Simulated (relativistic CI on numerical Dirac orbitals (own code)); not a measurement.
**Zr IV (Zr³⁺): levels and lines**

What are the lowest levels and the strongest lines of Zr³⁺? One CI run answers it; runs with one setting changed show what the result hangs on. Configuration energies are shifted onto measured levels.

The numbers are computed with relativistic CI on numerical Dirac orbitals (own code) version 4 (Dirac-Coulomb-Breit CI, KLI orbitals optimised for each configuration, model QED (radiative potential, 1s self-energy scaled to tabulated hydrogen-like ionisation energies), valence Slater integrals scaled by 0.85, configuration energies shifted to the measured levels that pair with them (semi-empirical)), except any that are marked as measured or tabulated.

## (1) What is computed

```
ion                       : Zr³⁺ (Zr IV)
nuclear charge            : 40
electrons                 : 37
isotope                   : A = 90
first configuration typed : [Kr] 4d
```

The outer shells:

first configuration typed
```
[Kr] core
4d [↑ ][  ][  ][  ][  ]
```

## (2) CI with the chosen configurations

Settings, as recorded:

```ini
atom Zr  Z=40  charge=3  electrons=37
nucleus A=90  rms_radius_fm=4.2694
hamiltonian dirac-coulomb  breit=on  qed=on  c_scale=1
orbitals kli  potential=per-configuration
slater_scale 0.85
correlation fit
mixing on
configurations
  [Kr] 4d
  [Kr] 5s
  [Kr] 5p
  [Kr] 5d
  [Kr] 6s
  [Kr] 4f
  [Kr] 6p
  [Kr] 6d
  [Kr] 7s
  [Kr] 5f
  [Kr] 5g
  [Kr] 7p
  [Kr] 6f
  [Kr] 8s
  [Ar] 3d10 4s2 4p5 4d2
  [Ar] 3d10 4s2 4p4 4d3
  [Ar] 3d10 4s2 4p5 4d 4f
  [Ar] 3d10 4s 4p6 4d2
  [Ar] 3d10 4s2 4p5 4d 5s
end
```

Started as:

```bash
> python run_levels.py task.json out
```

The settings of every run stand in task.json; they run in order.

## (4) Slater integrals scaled by 0.75

The settings differ from step 2 so:

```diff
@@ -4,3 +4,3 @@
 orbitals kli  potential=per-configuration
-slater_scale 0.85
+slater_scale 0.75
 correlation fit
```

## (5) Slater integrals scaled by 1

The settings differ from step 4 so:

```diff
@@ -4,3 +4,3 @@
 orbitals kli  potential=per-configuration
-slater_scale 0.75
+slater_scale 1
 correlation fit
```

(Steps that only read results are left out.)

Before running it: what results should come out? Wanted: lowest level; first excitation; lowest level of the other parity; fastest E1 line; mean error of paired levels.

The runs gave:

| run | time | mean size of shift, levels followed (cm⁻¹) | lowest level | mean error to measured (cm⁻¹) |
| --- | --- | --- | --- | --- |
| main run | 1.6 s | 0 | 4d 2D3/2 | 16 |
| Slater integrals scaled by 0.75 | 1.9 s | 3.6 | 4d 2D3/2 | 18 |
| Slater integrals scaled by 1 | 2.2 s | 5.9 | 4d 2D3/2 | 14 |

| quantity | value |
| --- | --- |
| lowest level | 4d 2D3/2 |
| first excitation | 4d 2D5/2, 1150.5 cm⁻¹ |
| lowest level of the other parity | 5p 2P°1/2, 82036 cm⁻¹ |
| levels in the model | 482 |
| fastest E1 line (by rate) to the lowest level among the lowest 61 of 482 levels | 62.87 nm, from 4f 2F°5/2 |
| mean error of paired levels | 16 cm⁻¹ over 23 |

In words: 4d 2D3/2 comes out lowest; its LS label holds 98 % and its jj label 98 %; over the low levels the means are 99 and 99 %, so both schemes do about equally well. The largest mover is «Slater integrals scaled by 1» (6 cm⁻¹ on average). The run «Slater integrals scaled by 1» comes nearer the measured levels than the main run (14 against 16 cm⁻¹). This rung is semi-empirical: its configuration shifts come from the measured levels. Lifetimes count radiative decay inside the model alone.
